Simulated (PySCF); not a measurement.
# BrGaH5N: the cost of one run

Computed with PySCF 2.14.0, with density-fitted response routines of our own, on a single molecule in the gas phase. Atoms count from 0, in the outputs and in this text.

**1. The starting structure**

8 atoms, charge 0, multiplicity 1; geometry from: GFN2-xTB. The atoms were then displaced at random by about 0.01 Å, so the start is not that level's minimum.

Bonds of the start (Å): N0–Ga1 2.18, Ga1–Br2 2.26, N0–H3 1.02, N0–H4 1.03, N0–H5 1.06, Ga1–H6 1.54, Ga1–H7 1.55.

**2. Relaxing the molecule at PBE0-D3(BJ)/def2-SVP**

What the job is given:

```
{"job": {"xc": "PBE0", "basis": "def2-SVP", "d3": "d3bj", "grid": 1, "shake": 0.01, "kind": "geom"}, "charge": 0, "multiplicity": 1}
N     -1.028680     0.199340     0.047490
Ga     1.048360    -0.438640    -0.153150
Br     1.974640     1.405850     0.777980
H     -1.243910     0.405220     1.020150
H     -1.722090    -0.462150    -0.323500
H     -1.198270     1.107180    -0.463030
H      1.039660    -1.701740     0.735200
H      1.185420    -0.534210    -1.693610
```

The run is started by

```sh
> OMP_NUM_THREADS=1 python probes_run.py task.json out
```

The driver reads the jobs from task.json and runs them one after another.

Q: Estimate the wall time and peak memory of this first job on 1 thread of Arm Neoverse V2, shared host.

About 35 s, with a peak of 0.43 GiB.
